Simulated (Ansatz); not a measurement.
# CH3BSSi: rotation by 180° about the Si3–S4 bond

Wanted: the energy profile along the rotation by 180° about the Si3–S4 bond, from relaxed end points and a band of images. SMILES of the start: B=C=[SiH]S.

Method: RKS PBE0-D4/6-31G*, in Ansatz 0.2.0.

### 1 The structure to begin with

Bond lengths: B1–C2 1.356 Å, C2–Si3 1.747 Å, Si3–S4 2.164 Å, B1–H5 1.147 Å, Si3–H6 1.454 Å, S4–H7 1.322 Å. Angles: B1–C2–Si3 177.6°, C2–B1–H5 177.7°, C2–Si3–S4 119.0°, C2–Si3–H6 140.5°, S4–Si3–H6 100.5°, Si3–S4–H7 95.3°.

Structure file:

```xyz
7

B    -1.8879    0.2216   -1.0640
C    -0.8745    0.1436   -0.1659
Si    0.3860    0.0737    1.0423
S     2.4020   -0.4194    0.4278
H    -2.7151    0.2769   -1.8570
H     0.5798    0.2497    2.4724
H     2.1097   -0.5460   -0.8556
```

### 2 End point A

Input file input.yaml:

```yaml
crystal:
  periodic: [false, false, false]
  atoms:
    - { symbol: B, position_ang: [-1.88791, 0.2216, -1.06399] }
    - { symbol: C, position_ang: [-0.8745, 0.14362, -0.16588] }
    - { symbol: Si, position_ang: [0.38599, 0.07368, 1.0423] }
    - { symbol: S, position_ang: [2.40198, -0.41943, 0.42776] }
    - { symbol: H, position_ang: [-2.71508, 0.27688, -1.85698] }
    - { symbol: H, position_ang: [0.57979, 0.24966, 2.47243] }
    - { symbol: H, position_ang: [2.10974, -0.54601, -0.85563] }
basis:
  gaussian: { orbitals: "6-31G*" }
hamiltonian:
  xc: pbe0
  dispersion: d4
relax:
  f_tol: 0.015
  max_steps: 40
```

On the command line:

```
> ansatz run input.yaml --threads 1 --pin off --max-ram 2048MiB --backend cpu --events-out ev --progress --plain --runs-dir out
```

What it wrote, cut to the lines that bear on the results:

```text
Warning: RAYON_NUM_THREADS=1 ignored (pool sized by the plan → 1); use --threads N
[...]
Functional definition: PBE0
[...]
776 factors; integrals over basis functions are off by at most 7.2e-4 eV
[...]
mean field -20462.34711125 eV, -751.9773864614 hartree, gradient 1.8e-5 eV, S^2 0.000000; 0 other end points of the search recorded, 0 dependent functions left out
[...]
reference -20462.34713778 eV, -751.9773874364 hartree; 22, 22 occupied and 52, 52 virtual orbitals, 776 factors
relax step   1: F+E_penalty+E_count = -20462.50071039 eV  Δ(F+E_penalty+E_count) = +0.000e0 eV  max|allowed force component| = 2.927e0 eV/Å  Δτ_max = 0.0000 Å  (28 SCF iters, accepted)
[...]
relax step   6: F+E_penalty+E_count = -20462.74368537 eV  Δ(F+E_penalty+E_count) = -9.264e-5 eV  max|allowed force component| = 2.235e-2 eV/Å  Δτ_max = 0.0053 Å  (26 SCF iters, accepted)
[...]
relax step   7: F+E_penalty+E_count = -20462.74369326 eV  Δ(F+E_penalty+E_count) = -7.886e-6 eV  max|allowed force component| = 1.230e-3 eV/Å  Δτ_max = 0.0009 Å  (22 SCF iters, accepted)
776 factors; integrals over basis functions are off by at most 8.0e-4 eV
[...]
mean field -20462.58959629 eV, -751.9862976222 hartree, gradient 4.0e-5 eV, S^2 0.000000; 1 other end points of the search recorded, 0 dependent functions left out
[...]
reference -20462.58962282 eV, -751.9862985971 hartree; 22, 22 occupied and 52, 52 virtual orbitals, 776 factors
Total energy: -20462.74371979 eV, -751.9919615564 hartree
Atom 0 at    -1.880916     0.228584    -1.013978 Å, force     0.001230    -0.000271     0.000476 eV/Å
Atom 1 at    -0.836538     0.144328    -0.158069 Å, force    -0.000727     0.000471     0.000025 eV/Å
Atom 2 at     0.436598     0.047933     0.924901 Å, force     0.000583    -0.000408    -0.000383 eV/Å
Atom 3 at     2.442326    -0.421219     0.468671 Å, force    -0.000063     0.000189    -0.000595 eV/Å
Atom 4 at    -2.790793     0.302245    -1.757763 Å, force    -0.000436     0.000025    -0.000394 eV/Å
Atom 5 at     0.402672     0.269383     2.388905 Å, force    -0.000300     0.000073     0.000459 eV/Å
Atom 6 at     2.226662    -0.571253    -0.852657 Å, force    -0.000286    -0.000079     0.000413 eV/Å
Dipole moment:     0.109517    -0.023307    -0.010255 e Å
```

Run time: 43 s. Hardware: 1 thread of an Arm CPU, shared host; peak memory 0.16 GiB.

The steps of the relaxation:

| step | energy from step 1 (eV) | largest force component (eV/Å) |
| --- | --- | --- |
| 1 | 0.0000 | 2.9274 |
| 2 | -0.2120 | 0.8429 |
| 3 | -0.2374 | 0.1552 |
| 4x | -0.2343 | 0.3597 |
| 5 | -0.2429 | 0.0504 |
| 6 | -0.2430 | 0.0223 |
| 7 | -0.2430 | 0.0012 |

Step 1 is the start. 1 step was tried and not accepted (marked x).

After: Bond lengths: B1–C2 1.353 Å, C2–Si3 1.674 Å, Si3–S4 2.110 Å, B1–H5 1.178 Å, Si3–H6 1.481 Å, S4–H7 1.347 Å. Angles: B1–C2–Si3 178.9°, C2–B1–H5 179.9°, C2–Si3–S4 126.6°, C2–Si3–H6 127.8°, S4–Si3–H6 105.6°, Si3–S4–H7 94.9°.

### 3 Relaxing end B

The second end starts from a geometry with the move made by hand.

Edit input.yaml of step 2 so:

```diff
@@ -9,3 +9,3 @@
     - { symbol: H, position_ang: [0.57979, 0.24966, 2.47243] }
-    - { symbol: H, position_ang: [2.10974, -0.54601, -0.85563] }
+    - { symbol: H, position_ang: [2.91966, -0.34799, 1.64243] }
 basis:
```

On the command line:

```
> ansatz run input.yaml --threads 1 --pin off --max-ram 2048MiB --backend cpu --events-out ev --progress --plain --runs-dir out
```

What it wrote, cut to the lines that bear on the results:

```text
Warning: RAYON_NUM_THREADS=1 ignored (pool sized by the plan → 1); use --threads N
[...]
[... 1 set-up line as earlier in the session ...]
[...]
774 factors; integrals over basis functions are off by at most 7.4e-4 eV
[...]
mean field -20462.26729307 eV, -751.9744531974 hartree, gradient 2.1e-5 eV, S^2 0.000000; 0 other end points of the search recorded, 0 dependent functions left out
[...]
reference -20462.26731964 eV, -751.9744541739 hartree; 22, 22 occupied and 52, 52 virtual orbitals, 774 factors
relax step   1: F+E_penalty+E_count = -20462.41938249 eV  Δ(F+E_penalty+E_count) = +0.000e0 eV  max|allowed force component| = 2.880e0 eV/Å  Δτ_max = 0.0000 Å  (28 SCF iters, accepted)
[...]
relax step   5: F+E_penalty+E_count = -20462.68300227 eV  Δ(F+E_penalty+E_count) = -1.229e-3 eV  max|allowed force component| = 1.105e-1 eV/Å  Δτ_max = 0.0075 Å  (25 SCF iters, accepted)
[...]
mean field -20462.53073315 eV, -751.9841344418 hartree, gradient 1.9e-5 eV, S^2 0.000000; 1 other end points of the search recorded, 0 dependent functions left out
[...]
reference -20462.53075938 eV, -751.9841354056 hartree; 22, 22 occupied and 52, 52 virtual orbitals, 774 factors
Total energy: -20462.68419224 eV, -751.9897739593 hartree
Atom 0 at    -1.845488     0.220461    -1.017197 Å, force    -0.006959     0.001758    -0.005215 eV/Å
Atom 1 at    -0.816999     0.139670    -0.141838 Å, force     0.004547     0.001182     0.006536 eV/Å
Atom 2 at     0.450689     0.046606     0.944521 Å, force     0.000417     0.000283     0.007684 eV/Å
Atom 3 at     2.437397    -0.432121     0.412938 Å, force     0.014258    -0.004242    -0.009643 eV/Å
Atom 4 at    -2.744072     0.292878    -1.774580 Å, force    -0.001429    -0.000907     0.000973 eV/Å
Atom 5 at     0.397070     0.275271     2.410329 Å, force    -0.007635     0.000857    -0.004315 eV/Å
Atom 6 at     2.931333    -0.344744     1.663898 Å, force    -0.003199     0.001069     0.003980 eV/Å
Dipole moment:     0.208484     0.019346     0.406796 e Å
```

It took 37 s on 1 thread of an Arm CPU, shared host; peak memory 0.16 GiB.

Step by step:

| step | energy from step 1 (eV) | largest force component (eV/Å) |
| --- | --- | --- |
| 1 | 0.0000 | 2.8799 |
| 2 | -0.2310 | 0.9157 |
| 3 | -0.2397 | 0.5594 |
| 4 | -0.2624 | 0.1720 |
| 5 | -0.2636 | 0.1105 |
| 6 | -0.2648 | 0.0143 |

Step 1 is the start.

After: Bond lengths: B1–C2 1.353 Å, C2–Si3 1.672 Å, Si3–S4 2.112 Å, B1–H5 1.177 Å, Si3–H6 1.485 Å, S4–H7 1.348 Å. Angles: B1–C2–Si3 179.7°, C2–B1–H5 179.7°, C2–Si3–S4 124.2°, C2–Si3–H6 127.3°, S4–Si3–H6 108.5°, Si3–S4–H7 95.5°.

### 4 Nudged elastic band

crystal.atoms is end A as relaxed above, and neb.final_atoms is end B, turned to lie on A. With 7 inner images the band has 9 in all. The start path is listed, through a guess of the saddle.

Input file input.yaml:

```yaml
crystal:
  periodic: [false, false, false]
  atoms:
    - { symbol: B, position_ang: [-1.880916, 0.228584, -1.013978] }
    - { symbol: C, position_ang: [-0.836538, 0.144328, -0.158069] }
    - { symbol: Si, position_ang: [0.436598, 0.047933, 0.924901] }
    - { symbol: S, position_ang: [2.442326, -0.421219, 0.468671] }
    - { symbol: H, position_ang: [-2.790793, 0.302245, -1.757763] }
    - { symbol: H, position_ang: [0.402672, 0.269383, 2.388905] }
    - { symbol: H, position_ang: [2.226662, -0.571253, -0.852657] }
basis:
  gaussian: { orbitals: "6-31G*" }
hamiltonian:
  xc: pbe0
  dispersion: d4
neb:
  order_check: false
  images: 7
  f_tol: 0.05
  max_iterations: 60
  final_atoms:
    - { symbol: B, position_ang: [-2.16602519, 0.28722317, -0.99854203] }
    - { symbol: C, position_ang: [-1.00233287, 0.15069293, -0.32196989] }
    - { symbol: Si, position_ang: [0.43349167, -0.01136141, 0.51946694] }
    - { symbol: S, position_ang: [2.28138694, -0.51310629, -0.37064758] }
    - { symbol: H, position_ang: [-3.18138007, 0.40805611, -1.58230594] }
    - { symbol: H, position_ang: [0.64498048, 0.16263545, 1.97849174] }
    - { symbol: H, position_ang: [2.98989004, -0.48413897, 0.77551676] }
  initial_path:
    images:
      - { positions_ang: [[-1.880916, 0.228584, -1.013978], [-0.836538, 0.144328, -0.158069], [0.436598, 0.047933, 0.924901], [2.442326, -0.421219, 0.468671], [-2.790793, 0.302245, -1.757763], [0.402672, 0.269383, 2.388905], [2.226662, -0.571253, -0.852657]] }
      - { positions_ang: [[-1.92777034, 0.22574326, -1.02078955], [-0.87495725, 0.13495047, -0.17496534], [0.41942626, 0.03985292, 0.91119199], [2.36678144, -0.58216256, 0.41562042], [-2.83249538, 0.29816087, -1.75900667], [0.49505685, 0.3167185, 2.34029089], [2.35396942, -0.43326246, -0.71233175]] }
      - { positions_ang: [[-1.97462469, 0.22290252, -1.0276011], [-0.9133765, 0.12557294, -0.19186167], [0.40225452, 0.03177284, 0.89748299], [2.29123688, -0.74310612, 0.36256984], [-2.87419775, 0.29407674, -1.76025033], [0.5874417, 0.36405401, 2.29167678], [2.48127684, -0.29527192, -0.57200651]] }
      - { positions_ang: [[-2.02147903, 0.22006177, -1.03441266], [-0.95179575, 0.11619542, -0.20875801], [0.38508278, 0.02369275, 0.88377398], [2.21569232, -0.90404968, 0.30951926], [-2.91590013, 0.2899926, -1.761494], [0.67982655, 0.41138951, 2.24306268], [2.60858426, -0.15728138, -0.43168126]] }
      - { positions_ang: [[-2.06833337, 0.21722103, -1.04122421], [-0.990215, 0.10681789, -0.22565435], [0.36791104, 0.01561267, 0.87006498], [2.14014776, -1.06499324, 0.25646868], [-2.95760251, 0.28590847, -1.76273766], [0.7722114, 0.45872501, 2.19444857], [2.73589168, -0.01929084, -0.29135601]] }
      - { positions_ang: [[-2.09275633, 0.23472157, -1.03055366], [-0.99324446, 0.11778665, -0.24973323], [0.38430619, 0.00886915, 0.78241547], [2.17545756, -0.9270215, 0.09968962], [-3.0135469, 0.31644538, -1.71762973], [0.74040367, 0.38470262, 2.14045936], [2.79939127, -0.13550287, -0.02463782]] }
      - { positions_ang: [[-2.11717928, 0.2522221, -1.01988312], [-0.99627393, 0.12875541, -0.27381212], [0.40070135, 0.00212563, 0.69476596], [2.21076735, -0.78904976, -0.05708945], [-3.06949129, 0.34698229, -1.6725218], [0.70859594, 0.31068023, 2.08647015], [2.86289086, -0.2517149, 0.24208037]] }
      - { positions_ang: [[-2.14160223, 0.26972263, -1.00921258], [-0.9993034, 0.13972417, -0.297891], [0.41709651, -0.00461789, 0.60711645], [2.24607714, -0.65107803, -0.21386851], [-3.12543568, 0.3775192, -1.62741387], [0.67678821, 0.23665784, 2.03248094], [2.92639045, -0.36792693, 0.50879857]] }
      - { positions_ang: [[-2.16602519, 0.28722317, -0.99854203], [-1.00233287, 0.15069293, -0.32196989], [0.43349167, -0.01136141, 0.51946694], [2.28138694, -0.51310629, -0.37064758], [-3.18138007, 0.40805611, -1.58230594], [0.64498048, 0.16263545, 1.97849174], [2.98989004, -0.48413897, 0.77551676]] }
```

On the command line:

```
> ansatz run input.yaml --threads 1 --pin off --max-ram 2048MiB --backend cpu --events-out ev --progress --plain --runs-dir out
```

What it wrote, cut to the lines that bear on the results:

```text
Warning: RAYON_NUM_THREADS=1 ignored (pool sized by the plan → 1); use --threads N
[...]
[... 1 set-up line as earlier in the session ...]
[...]
778 factors; integrals over basis functions are off by at most 6.7e-4 eV
[...]
mean field -20462.58959540 eV, -751.9862975895 hartree, gradient 1.6e-5 eV, S^2 0.000000; 0 other end points of the search recorded, 0 dependent functions left out
[...]
reference -20462.58962194 eV, -751.9862985650 hartree; 22, 22 occupied and 52, 52 virtual orbitals, 778 factors
778 factors; integrals over basis functions are off by at most 4.9e-4 eV
[...]
mean field -20462.53073365 eV, -751.9841344600 hartree, gradient 1.7e-5 eV, S^2 0.000000; 0 other end points of the search recorded, 0 dependent functions left out
[...]
reference -20462.53075986 eV, -751.9841354232 hartree; 22, 22 occupied and 52, 52 virtual orbitals, 778 factors
[...]
NEB iter  11: max|band force component| = 3.495e-2 eV/Å  barrier→ = 0.3492 eV  barrier← = 0.2896 eV  CI = image 4  Δτ_max = 0.0000 Å  (378 SCF iters)
Total energy: -20462.39455953 eV, -751.9791301535 hartree
Atom 0 at    -2.037412     0.220036    -0.990351 Å, force     0.001168    -0.000053    -0.001327 eV/Å
Atom 1 at    -0.936831     0.096002    -0.205691 Å, force    -0.001795     0.001657     0.005283 eV/Å
Atom 2 at     0.422608    -0.044782     0.764020 Å, force     0.000206     0.000783    -0.000552 eV/Å
Atom 3 at     2.212505    -1.102461     0.256642 Å, force     0.000772    -0.000407    -0.000679 eV/Å
Atom 4 at    -2.994811     0.331793    -1.665977 Å, force     0.000288    -0.000856    -0.001424 eV/Å
Atom 5 at     0.519104     0.524641     2.129911 Å, force     0.000152    -0.000886    -0.001317 eV/Å
Atom 6 at     2.814848    -0.025228    -0.288544 Å, force    -0.000790    -0.000239     0.000016 eV/Å
Dipole moment:     0.125747     0.233360     0.050172 e Å
this run last wrote the band of iteration 11 to <dir>
```

Wall time 6.6 min (1 thread of an Arm CPU, shared host); peak memory 0.14 GiB.

### 5 Images and barrier

Images 0 and 8 are the ends. Energies count from image 0; the path length is the program's own measure over all atoms.

| image | path (Å) | energy (eV) | dihedral C2–Si3–S4–H7 (°) | band force (eV/Å) |
| --- | --- | --- | --- | --- |
| 0 | 0.000 | 0.0000 | 0 | - |
| 1 | 0.377 | 0.0317 | 14 | 0.011 |
| 2 | 0.753 | 0.1584 | 41 | 0.011 |
| 3 | 1.129 | 0.2957 | 67 | 0.018 |
| 4* | 1.505 | 0.3492 | 91 | 0.005 |
| 5 | 1.918 | 0.2943 | 117 | 0.017 |
| 6 | 2.331 | 0.1799 | 142 | 0.035 |
| 7 | 2.745 | 0.0880 | 165 | 0.022 |
| 8 | 3.158 | 0.0595 | 180 | - |

The star marks the climbing image.

image, energy (eV) and a bar:
```
        0      0.000 
        1      0.032 ###
        2      0.158 ##############
        3      0.296 #########################
        4      0.349 ##############################
        5      0.294 #########################
        6      0.180 ###############
        7      0.088 ########
        8      0.060 #####
```

How the highest energy settled:

| iteration | highest image above image 0 (eV) | largest band force (eV/Å) |
| --- | --- | --- |
| 1 | 7.0959 | 32.759 |
| 2 | 0.9788 | 6.423 |
| 3 | 0.5017 | 3.468 |
| 4 | 0.3521 | 1.111 |
| 5 | 0.3470 | 0.409 |
| 6 | 0.3496 | 0.210 |
| 7 | 0.3495 | 0.069 |
| 8 | 0.3493 | 0.065 |
| 9 | 0.3492 | 0.057 |
| 10 | 0.3492 | 0.062 |
| 11 | 0.3492 | 0.035 |

Positions of all images (Å):

```xyz
7
image=0 dE=0.0000
B    -1.881    0.229   -1.014
C    -0.837    0.144   -0.158
Si    0.437    0.048    0.925
S     2.442   -0.421    0.469
H    -2.791    0.302   -1.758
H     0.403    0.269    2.389
H     2.227   -0.571   -0.853
7
image=1 dE=0.0317
B    -1.932    0.242   -1.005
C    -0.803    0.162   -0.263
Si    0.435    0.027    0.858
S     2.436   -0.576    0.546
H    -2.917    0.303   -1.649
H     0.355    0.307    2.309
H     2.425   -0.464   -0.795
7
image=2 dE=0.1584
B    -1.966    0.240   -1.002
C    -0.837    0.149   -0.258
Si    0.428   -0.005    0.829
S     2.371   -0.807    0.517
H    -2.953    0.309   -1.643
H     0.385    0.382    2.256
H     2.572   -0.268   -0.699
7
image=3 dE=0.2957
B    -1.998    0.234   -1.000
C    -0.884    0.125   -0.233
Si    0.426   -0.032    0.801
S     2.293   -0.993    0.408
H    -2.975    0.323   -1.653
H     0.440    0.453    2.200
H     2.697   -0.109   -0.523
7
image=4 dE=0.3492
B    -2.037    0.220   -0.990
C    -0.937    0.096   -0.206
Si    0.423   -0.045    0.764
S     2.213   -1.102    0.257
H    -2.995    0.332   -1.666
H     0.519    0.525    2.130
H     2.815   -0.025   -0.289
7
image=5 dE=0.2943
B    -2.077    0.227   -0.989
C    -1.001    0.065   -0.181
Si    0.411   -0.066    0.709
S     2.155   -1.093    0.036
H    -3.014    0.383   -1.684
H     0.591    0.477    2.078
H     2.934    0.008    0.031
7
image=6 dE=0.1799
B    -2.114    0.241   -0.989
C    -1.049    0.037   -0.178
Si    0.402   -0.072    0.647
S     2.143   -0.957   -0.183
H    -3.040    0.437   -1.688
H     0.651    0.386    2.037
H     3.006   -0.072    0.354
7
image=7 dE=0.0880
B    -2.145    0.256   -0.994
C    -1.057    0.039   -0.220
Si    0.408   -0.057    0.582
S     2.192   -0.727   -0.333
H    -3.093    0.467   -1.659
H     0.675    0.281    2.002
H     3.020   -0.259    0.622
7
image=8 dE=0.0595
B    -2.166    0.287   -0.999
C    -1.002    0.151   -0.322
Si    0.433   -0.011    0.519
S     2.281   -0.513   -0.371
H    -3.181    0.408   -1.582
H     0.645    0.163    1.978
H     2.990   -0.484    0.776
```

### 6 Vibrations at the top

The geometry is the highest inner image of the first converged band.

Input file input.yaml:

```yaml
crystal:
  periodic: [false, false, false]
  atoms:
    - { symbol: B, position_ang: [-2.037412, 0.220036, -0.990351] }
    - { symbol: C, position_ang: [-0.936831, 0.096002, -0.205691] }
    - { symbol: Si, position_ang: [0.422608, -0.044782, 0.76402] }
    - { symbol: S, position_ang: [2.212505, -1.102461, 0.256642] }
    - { symbol: H, position_ang: [-2.994811, 0.331793, -1.665977] }
    - { symbol: H, position_ang: [0.519104, 0.524641, 2.129911] }
    - { symbol: H, position_ang: [2.814848, -0.025228, -0.288544] }
basis:
  gaussian: { orbitals: "6-31G*" }
hamiltonian:
  xc: pbe0
  dispersion: d4
phonons: {}
```

On the command line:

```
> ansatz run input.yaml --threads 1 --pin off --max-ram 2048MiB --backend cpu --events-out ev --progress --plain --runs-dir out
```

What it wrote, cut to the lines that bear on the results:

```text
Warning: RAYON_NUM_THREADS=1 ignored (pool sized by the plan → 1); use --threads N
[...]
[... 1 set-up line as earlier in the session ...]
[...]
774 factors; integrals over basis functions are off by at most 4.7e-4 eV
[...]
mean field -20462.24183310 eV, -751.9735175606 hartree, gradient 1.8e-5 eV, S^2 0.000000; 0 other end points of the search recorded, 0 dependent functions left out
[...]
reference -20462.24185952 eV, -751.9735185317 hartree; 22, 22 occupied and 52, 52 virtual orbitals, 774 factors
[...]
774 factors; integrals over basis functions are off by at most 4.7e-4 eV
mean field -20462.24162043 eV, -751.9735097452 hartree, gradient 2.0e-6 eV, S^2 0.000000; 0 other end points of the search recorded, 0 dependent functions left out
[...]
reference -20462.24164686 eV, -751.9735107164 hartree; 22, 22 occupied and 52, 52 virtual orbitals, 774 factors
[...]
774 factors; integrals over basis functions are off by at most 4.7e-4 eV
[...]
WARN: phonons: modes at or below zero, which the zero-point energy, F, S and C_V leave out: 1, the lowest at -337.56 cm⁻¹. A minimum has none, and a first-order saddle one
Total energy: -20462.39456254 eV, -751.9791302643 hartree
Atom 0 at    -2.037412     0.220036    -0.990351 Å, force     0.001075    -0.000028    -0.001401 eV/Å
Atom 1 at    -0.936831     0.096002    -0.205691 Å, force    -0.001869     0.001648     0.005271 eV/Å
Atom 2 at     0.422608    -0.044782     0.764020 Å, force     0.000292     0.000789    -0.000493 eV/Å
Atom 3 at     2.212505    -1.102461     0.256642 Å, force     0.000832    -0.000461    -0.000650 eV/Å
Atom 4 at    -2.994811     0.331793    -1.665977 Å, force     0.000295    -0.000853    -0.001413 eV/Å
Atom 5 at     0.519104     0.524641     2.129911 Å, force     0.000155    -0.000881    -0.001314 eV/Å
Atom 6 at     2.814848    -0.025228    -0.288544 Å, force    -0.000779    -0.000213    -0.000001 eV/Å
Dipole moment:     0.125748     0.233360     0.050171 e Å
Vibrations: -337.56 98.90 161.18 286.73 431.61 504.77 711.81 720.83 782.52 819.82 863.38 1777.68 2289.96 2709.00 2882.99 cm⁻¹, zero-point energy 0.932435 eV
```

Run time: 2.3 min. Hardware: 1 thread of an Arm CPU, shared host; peak memory 0.14 GiB.

Of 15 modes, 1 is imaginary by more than 30 cm⁻¹ (338i cm⁻¹).

### 7 Outcome

| quantity | value |
| --- | --- |
| end A | 5 moves, 0.243 eV lower |
| end B | 5 moves, 0.265 eV lower |
| barrier forwards | 0.35 eV |
| barrier backwards | 0.29 eV |
| second end relative to first | +0.060 eV |
| highest image | 4 of 0 to 8, climbing |
| band iterations | 11 |
| imaginary modes at the top | 338i cm⁻¹ |

What this shows: Along this path the system climbs 0.35 eV from the first end (14 kT at 300 K); with a typical attempt rate of 10^13 per second that is roughly 10^7 events a second. The second end lies 0.060 eV above the first, so the way back costs 0.29 eV. The listed dihedral goes from 0° at end A through 91° at the highest image to 180° at end B. One imaginary mode, as a first-order saddle point has. Zero-point energy and entropy are left out.
